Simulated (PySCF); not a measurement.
**The bond of InP, level by level**

The task here is to estimate one member of a computed series from the others.

Method: In def2-TZVPPD with ECP28, P def2-TZVPPD, scalar-relativistic core potentials; program: PySCF 2.14.0.

The first run:

A driver script around PySCF takes these settings:

```json
{
 "atoms": "In, P",
 "charge": "0",
 "basis": "In def2-TZVPPD with ECP28, P def2-TZVPPD",
 "Hamiltonian": "scalar-relativistic core potentials",
 "basis functions": "104",
 "electrons treated": "36",
 "masses in u": "114.9039, 30.9738",
 "levels": "PBE0, PBE, r²SCAN, TPSS, BP86, M06, BHandHLYP, TPSSh, ωB97X, HF, MP2, SCS-MP2, CCSD, CCSD(T)",
 "grid": "80 radial by 434 angular points",
 "occupations": "held fixed by the projection of orbital angular momentum",
 "dissociation limit": "In + P, each in its ground configuration",
 "starting distance in angstrom": "2.455",
 "values of 2S to try": "0, 2, 4"
}
```

Run with:

```sh
$ OMP_NUM_THREADS=2 python dia.py task.json out
```

Steps of the session up to this table: The job; First curve: PBE0; Excited determinants; PBE (GGA); r²SCAN (meta-GGA); TPSS; BP86 (GGA); M06 (hybrid meta-GGA); BHandHLYP; TPSSh; ωB97X (range-separated hybrid); UHF (mean field); Adding correlation.

One of the session's tables, all rows but one given; the rest of the session is left out.

It belongs to the step «The curves together». Energy (eV) from each level's lowest point:

| R (Å) | UHF | UHF-MP2 | UHF-SCS-MP2 | UHF-CCSD | UHF-CCSD(T) |
| --- | --- | --- | --- | --- | --- |
| 2.281 | 0.699 | 0.572 | 0.616 | n/a | n/a |
| 2.387 | 0.316 | 0.237 | 0.267 | 0.262 | 0.267 |
| 2.493 | ? | ? | ? | ? | ? |
| 2.572 | 0.026 | 0.008 | 0.016 | 0.014 | 0.015 |
| 2.652 | 0.000 | 0.000 | 0.000 | 0.000 | 0.000 |
| 2.732 | 0.013 | 0.028 | 0.021 | 0.023 | 0.021 |
| 2.838 | 0.075 | 0.107 | 0.091 | 0.095 | 0.090 |
| 2.970 | 0.197 | 0.250 | 0.226 | 0.228 | 0.219 |
| 3.129 | 0.371 | 0.478 | 0.455 | 0.422 | 0.410 |
| 3.341 | 0.564 | 0.836 | 0.831 | n/a | n/a |

Estimate the missing values for R (Å) = 2.493.

Worked estimate for «UHF». A straight line through the neighbours (2.387, 0.316) and (2.572, 0.026) gives 0.316 + (0.026 − 0.316) × (2.493 − 2.387) / (2.572 − 2.387) = 0.150; a parabola fitted to 4 rows on both sides gives 0.096.

The run gave: UHF: 0.104; UHF-MP2: 0.063; UHF-SCS-MP2: 0.080; UHF-CCSD: 0.076; UHF-CCSD(T): 0.079. In «UHF» the line misses by +0.046 and the parabola by -0.008.
